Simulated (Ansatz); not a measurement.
C₃H₇ClSi, SMILES C=C(Cl)[SiH2]C, a single point from an input written key by key

Computed with the Python package of Ansatz (0.2.0).

Notebook, run cell by cell (the value of a cell's last expression is shown):

In [1]:
```python
import ansatz as az

DECK = """
crystal:
  periodic: [false, false, false]
  atoms:
    - { symbol: C, position_ang: [1.0493, 1.4785, 1.3167] }
    - { symbol: C, position_ang: [0.8606, 0.2839, 0.798] }
    - { symbol: Cl, position_ang: [2.2671, -0.7155, 0.71] }
    - { symbol: Si, position_ang: [-0.6985, -0.3725, 0.1828] }
    - { symbol: C, position_ang: [-0.6653, -0.9291, -1.5996] }
    - { symbol: H, position_ang: [1.9627, 1.9037, 1.6536] }
    - { symbol: H, position_ang: [0.1911, 2.2136, 1.3942] }
    - { symbol: H, position_ang: [-1.1542, -1.5079, 1.0325] }
    - { symbol: H, position_ang: [-1.8066, 0.6913, 0.3603] }
    - { symbol: H, position_ang: [-0.3684, -0.091, -2.2074] }
    - { symbol: H, position_ang: [0.0543, -1.7253, -1.6882] }
    - { symbol: H, position_ang: [-1.6149, -1.2849, -1.9189] }
basis:
  gaussian: { orbitals: def2-SVP }
hamiltonian:
  xc: pbe0
"""
```

In [2]:
```python
session = az.Session.from_yaml(DECK)
report = session.plan(threads=1).execute().report
```

In [3]:
```python
print(f"E = {report['free_energy_ev']:.6f} eV = {report['free_energy_ev'] / 27.211386246:.7f} Ha")
print("converged:", report["converged"], " doubts:", report["published_state_doubts"] or "none")
symbols = ["C", "C", "Cl", "Si", "C", "H", "H", "H", "H", "H", "H", "H"]
field = report["mean_field"]
print("<S^2> =", round(abs(field["state"]["spin_squared"]), 4), " all-electron relativity setting:", field["relativity"])
print("passes:", field["passes"])
if "symmetry" in field:
    print("occupied orbitals by irrep:", field["symmetry"]["occupied"])
```
```text
E = -23604.636276 eV = -867.4543833 Ha
converged: True  doubts: none
<S^2> = 0.0  all-electron relativity setting: none
passes: {'evaluations': 14, 'products': 11}
occupied orbitals by irrep: [{'A': 28}, {'A': 28}]
```

Reading the output:
- Total energies depend on the basis set; only differences at equal settings carry meaning.
- The geometry is a force-field or estimated start, not a minimum of this method, and the basis set is short of its limit.
- It ran for 2.5 s on 1 thread of AMD EPYC 9R14 (Zen 4), on a shared host, peak memory 0.27 GiB.

(Lines on the test bed's own set-up are left out of the output.)
